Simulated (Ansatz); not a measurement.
Crystal: VCrC2.

```
Cr V C
1.0
     1.46063    0.84330    4.73939
    -1.46063    0.84330    4.73939
     0.00000   -1.68659    4.73939
Cr V C
1 1 2
Cartesian
  0.0000 0.0000 7.1091
  0.0000 0.0000 0.0000
  0.0000 0.0000 3.5369
  0.0000 0.0000 10.6813
```

The cell comes from a database or a generator and needn't be the stable form of this composition.

Alike in all runs: program Ansatz 0.2.0; functional PBE; potentials or basis Ansatz PAW; cutoff 420 eV (not typed: the program's choice for these potentials); k mesh 9 × 9 × 9; occupations fermi-dirac, width 0.05 eV.

Starts and where they ended:

| start | free energy over the lowest (meV/atom) | net moment (μB) | site or absolute moments (μB) | gap |
| --- | --- | --- | --- | --- |
| collinear spin, ferromagnetic start of up to 0.72 μB; fixed moment 1.2 | 0.0 | 1.20 | Cr +1.13; V +0.02; C -0.05 | - |
| collinear spin, ferromagnetic start of up to 3 μB; fixed moment 5 | 766.7 | 5.00 | Cr +2.24; V +1.26; C +0.22 | - |
| collinear spin, ferromagnetic start of up to 4.5 μB; fixed moment 7.5 | 2070.9 | 7.50 | Cr +2.69; V +1.80; C +0.66 | - |
| collinear spin, ferromagnetic start of up to 3.72 μB; fixed moment 6.2 | 1346.8 | 6.20 | Cr +2.47; V +1.51; C +0.43 | - |
| collinear spin, ferromagnetic start of up to 6 μB; fixed moment 10 | 3703.1 | 10.00 | Cr +3.08; V +2.35; C +1.11 | - |
| collinear spin, ferromagnetic start of up to 1.5 μB; fixed moment 2.5 | 42.7 | 2.50 | Cr +1.65; V +0.53; C -0.05 | - |
| collinear spin, ferromagnetic start of up to 2.28 μB; fixed moment 3.8 | 305.6 | 3.80 | Cr +1.98; V +0.94; C +0.07 | - |
| collinear spin, program default start; fixed moment 0 | 0.3 | 0.00 | - | - |

All polarised runs hold their moment fixed, so the table maps the energy against it. A still lower state may exist.

Caveats: the total moment is fixed, so each spin has its own Fermi level.
